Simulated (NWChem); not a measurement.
# One shape, several levels: C3H10OSi (SMILES CO[SiH](C)C)

We compute a comparison of 4 runs (HF/STO-3G, HF/3-21G, B3LYP/6-31G*) of C3H10OSi. 

The calculation is run with NWChem 7.3.0.

## 1. The molecule

C3H10OSi has 15 atoms, charge 0, and is taken as a singlet. As SMILES, `CO[SiH](C)C`. The shape is that of a PBE0-D4/def2-TZVP optimisation. This is one conformer, not always the lowest.

Bond lengths: C1–O2 1.404 Å, O2–Si3 1.650 Å, Si3–C4 1.858 Å, Si3–C5 1.867 Å, C1–H6 1.097 Å, C1–H7 1.092 Å, C1–H8 1.097 Å, Si3–H9 1.496 Å, C4–H10 1.093 Å, C4–H11 1.093 Å, C4–H12 1.092 Å, C5–H13 1.093 Å, C5–H14 1.094 Å, C5–H15 1.093 Å. Some angles: C1–O2–Si3 123.0°, O2–Si3–C4 106.3°, O2–Si3–C5 111.3°, C4–Si3–C5 111.9°, O2–C1–H6 111.7°, O2–C1–H7 108.5°, O2–C1–H8 111.7°, O2–Si3–H9 108.5°, C4–Si3–H9 110.7°, C5–Si3–H9 108.2°.

## 2. Energy and gradient at HF/STO-3G (run 1)

Input file c3h10osi.nw:

```
start c3h10osi
title "C3H10OSi gradient"
memory total 2200 mb
charge 0

geometry units angstroms noautosym nocenter noautoz
  C       -1.013200       0.027800       2.072500
  O        0.130800      -0.194600       1.288700
  Si       0.071500      -0.411200      -0.346300
  C        1.799900      -0.838100      -0.877200
  C       -0.565900       1.116300      -1.209900
  H       -1.785800      -0.729400       1.888300
  H       -0.727900      -0.023700       3.125300
  H       -1.447300       1.016900       1.883400
  H       -0.866400      -1.539000      -0.641200
  H        2.486800      -0.018500      -0.652000
  H        1.839000      -1.028900      -1.952800
  H        2.155500      -1.731600      -0.359700
  H        0.081600       1.975900      -1.018100
  H       -0.603700       0.955500      -2.291100
  H       -1.576400       1.371700      -0.880700
end

basis "ao basis" spherical bse
  * library STO-3G
end

scf
  thresh 1e-08
  maxiter 80
  print low
end

task scf gradient
```

Launch:

```
$ nwchem c3h10osi.nw > c3h10osi.out
```

The program printed:

```text
[...]
  functions       =    39
[...]
  wavefunction    = RHF
[...]
         Total SCF energy =   -477.542474209196
      One-electron energy =  -1155.506898794996
      Two-electron energy =    428.734607222796
 Nuclear repulsion energy =    249.229817363004
        Time for solution =      2.9s
[...]
                         RHF ENERGY GRADIENTS
    atom               coordinates                        gradient
                 x          y          z           x          y          z
   1 C      -1.914670   0.052534   3.916457    0.006173   0.001064   0.010937
   2 O       0.247176  -0.367741   2.435290   -0.024259  -0.000069  -0.016479
   3 Si      0.135115  -0.777055  -0.654412    0.034029   0.025882   0.019468
   4 C       3.401318  -1.583779  -1.657668   -0.005241  -0.000054   0.001823
   5 C      -1.069396   2.109501  -2.286379    0.000472  -0.003561   0.004086
   6 H      -3.374673  -1.378366   3.568370    0.003523  -0.001991  -0.003389
   7 H      -1.375532  -0.044787   5.905961    0.001097  -0.000364  -0.002026
   8 H      -2.735000   1.921662   3.559110    0.003943   0.000146  -0.002723
   9 H      -1.637259  -2.908288  -1.211692   -0.022330  -0.025668  -0.005323
  10 H       4.699371  -0.034960  -1.232101    0.004583   0.008154   0.002587
  11 H       3.475206  -1.944339  -3.690257   -0.000846  -0.001451  -0.009574
[...]
```

Wall time 4.2 s (1 thread of Intel Xeon 6975P-C (Granite Rapids), shared host); peak memory 0.099 GiB.

## 3. Energy and gradient at HF/3-21G (run 2)

Input file mymol.xyz:

```xyz
15
C3H10OSi
C     -1.013200     0.027800     2.072500
O      0.130800    -0.194600     1.288700
Si     0.071500    -0.411200    -0.346300
C      1.799900    -0.838100    -0.877200
C     -0.565900     1.116300    -1.209900
H     -1.785800    -0.729400     1.888300
H     -0.727900    -0.023700     3.125300
H     -1.447300     1.016900     1.883400
H     -0.866400    -1.539000    -0.641200
H      2.486800    -0.018500    -0.652000
H      1.839000    -1.028900    -1.952800
H      2.155500    -1.731600    -0.359700
H      0.081600     1.975900    -1.018100
H     -0.603700     0.955500    -2.291100
H     -1.576400     1.371700    -0.880700
```

Input file mymol.nw:

```
start mymol
title "C3H10OSi"
memory total 2200 mb
charge 0

geometry units angstrom noautosym nocenter noautoz
 load mymol.xyz
end

basis spherical bse
 * library 3-21G
end

scf
 thresh 1e-08
 maxiter 80
end

task scf gradient
```

Launch:

```
$ nwchem mymol.nw > mymol.out
```

The program printed:

```text
[...]
  functions       =    69
[...]
  wavefunction    = RHF
[...]
         Total SCF energy =   -480.676728374638
      One-electron energy =  -1156.423127832850
      Two-electron energy =    426.516582095208
 Nuclear repulsion energy =    249.229817363004
        Time for solution =      3.5s
[...]
                         RHF ENERGY GRADIENTS
    atom               coordinates                        gradient
                 x          y          z           x          y          z
   1 C      -1.914670   0.052534   3.916457    0.018195  -0.005228  -0.024901
   2 O       0.247176  -0.367741   2.435290   -0.007288   0.000001  -0.009392
   3 Si      0.135115  -0.777055  -0.654412    0.000951   0.012397   0.012496
   4 C       3.401318  -1.583779  -1.657668   -0.016137   0.004602   0.008900
   5 C      -1.069396   2.109501  -2.286379    0.006325  -0.014166   0.009250
   6 H      -3.374673  -1.378366   3.568370   -0.003896  -0.005209  -0.001631
   7 H      -1.375532  -0.044787   5.905961    0.002975  -0.000527   0.007561
   8 H      -2.735000   1.921662   3.559110   -0.001926   0.006739  -0.001440
   9 H      -1.637259  -2.908288  -1.211692    0.000127   0.000638   0.000521
  10 H       4.699371  -0.034960  -1.232101    0.002526   0.004425   0.001114
  11 H       3.475206  -1.944339  -3.690257   -0.001754  -0.000402  -0.004328
[...]
```

Wall time 5.1 s (1 thread of Intel Xeon 6975P-C (Granite Rapids), shared host); peak memory 0.099 GiB.

Run 3 isn't shown in full; the table further down has it.

## 4. Energy and gradient at B3LYP/6-31G(d) (Cartesian functions) (run 4)

Input file nw.xyz:

```xyz
15

C     -1.013200     0.027800     2.072500
O      0.130800    -0.194600     1.288700
Si     0.071500    -0.411200    -0.346300
C      1.799900    -0.838100    -0.877200
C     -0.565900     1.116300    -1.209900
H     -1.785800    -0.729400     1.888300
H     -0.727900    -0.023700     3.125300
H     -1.447300     1.016900     1.883400
H     -0.866400    -1.539000    -0.641200
H      2.486800    -0.018500    -0.652000
H      1.839000    -1.028900    -1.952800
H      2.155500    -1.731600    -0.359700
H      0.081600     1.975900    -1.018100
H     -0.603700     0.955500    -2.291100
H     -1.576400     1.371700    -0.880700
```

Input file nw.nw:

```
START nw
memory total 2200 mb

GEOMETRY units angstroms noautosym nocenter noautoz
   load nw.xyz
END

BASIS cartesian
   * library 6-31G*
END

DFT
   xc b3lyp
   mult 1
   grid fine
   convergence energy 1e-08
   maxiter 100
   mulliken
   noprint "final vectors analysis"
END

TASK dft gradient
```

Launch:

```
$ nwchem nw.nw > nw.out
```

The program printed:

```text
[...]
          Wavefunction type:  closed shell.
          No. of atoms     :    15
          No. of electrons :    50
[...]
          Charge           :     0
          Spin multiplicity:     1
[...]
          AO basis - number of functions:    99
[...]
              XC Information
              --------------
                         B3LYP Method XC Potential
                     Hartree-Fock (Exact) Exchange  0.200
                        Slater Exchange Functional  0.800 local
                    Becke 1988 Exchange Functional  0.720 non-local
              Lee-Yang-Parr Correlation Functional  0.810
                  VWN I RPA Correlation Functional  0.190 local
[...]
 d= 0,ls=0.0,diis     1   -485.0357986417 -7.34D+02  1.20D-02  7.47D-01     3.0
[...]
 d= 0,ls=0.0,diis     8   -485.1069565576 -9.45D-11  3.95D-06  2.14D-07    19.5
         Total DFT energy =     -485.106956557609
      One electron energy =    -1160.625388434812
           Coulomb energy =      475.926845321462
    Exchange-Corr. energy =      -49.638230807264
 Nuclear repulsion energy =      249.229817363004
[...]
      Total Density - Mulliken Population Analysis
     ---------------------------------------------
    Atom       Charge   Shell Charges
 -----------   ------   -------------------------------------------------------
    1 C    6     6.19   1.99  0.69  2.07  0.57  0.82  0.06
    2 O    8     8.54   1.99  0.89  2.96  0.93  1.75  0.02
    3 Si  14    13.23   2.00  1.99  5.96  1.00  1.70  0.14  0.24  0.21
    4 C    6     6.66   1.99  0.67  2.15  0.67  1.16  0.02
    5 C    6     6.68   1.99  0.67  2.14  0.68  1.17  0.02
    6 H    1     0.86   0.53  0.33
    7 H    1     0.85   0.53  0.31
    8 H    1     0.86   0.54  0.33
    9 H    1     1.12   0.52  0.60
   10 H    1     0.83   0.52  0.31
[...]
  wavefunction    = closed shell
                         DFT ENERGY GRADIENTS
    atom               coordinates                        gradient
                 x          y          z           x          y          z
   1 C      -1.914670   0.052534   3.916457    0.003981  -0.000586  -0.003211
   2 O       0.247176  -0.367741   2.435290   -0.006409  -0.000205  -0.007632
   3 Si      0.135115  -0.777055  -0.654412    0.003639   0.004304   0.005502
   4 C       3.401318  -1.583779  -1.657668   -0.002363   0.000857   0.001359
   5 C      -1.069396   2.109501  -2.286379    0.000891  -0.001844   0.001972
   6 H      -3.374673  -1.378366   3.568370    0.001809   0.001223  -0.000168
   7 H      -1.375532  -0.044787   5.905961   -0.000283   0.000025  -0.002141
   8 H      -2.735000   1.921662   3.559110    0.001175  -0.001890  -0.000002
   9 H      -1.637259  -2.908288  -1.211692    0.000327   0.000998   0.000735
  10 H       4.699371  -0.034960  -1.232101   -0.001863  -0.001140  -0.000199
  11 H       3.475206  -1.944339  -3.690257   -0.000988   0.000560   0.002270
[...]
```

It took 26 s on 1 thread of Intel Xeon 6975P-C (Granite Rapids), shared host; peak memory 0.13 GiB.

## 5. All runs side by side

| run | level | iteration cap | module | energy (Eh) | largest force (eV/Å) | wall time |
| --- | --- | --- | --- | --- | --- | --- |
| 1 | HF/STO-3G | 80 | scf | -477.542474 | 2.416 | 4.2 s |
| 2 | HF/3-21G | 80 | scf | -480.676728 | 1.608 | 5.1 s |
| 3 | B3LYP/6-31G* (spherical functions) | 100 | dft | -485.101949 | 0.520 | 25 s |
| 4 | B3LYP/6-31G* (Cartesian functions) | 100 | dft | -485.106957 | 0.513 | 26 s |

## 6. Summary of results

| quantity | value |
| --- | --- |
| run 4: total energy | -485.10696 Eh |
| run 4: dipole moment | 0.91 D |
| run 4: largest force on an atom | 0.513 eV/Å |

What this shows: Over runs 2, 3, 4 the dipole moment (its size) runs from 0.90 D (B3LYP/6-31G*) to 1.34 D (HF/3-21G). The two ends differ in method and basis. In run 1 the basis is minimal, so the values are rough. All runs together took 60 s, the longest 26 s.
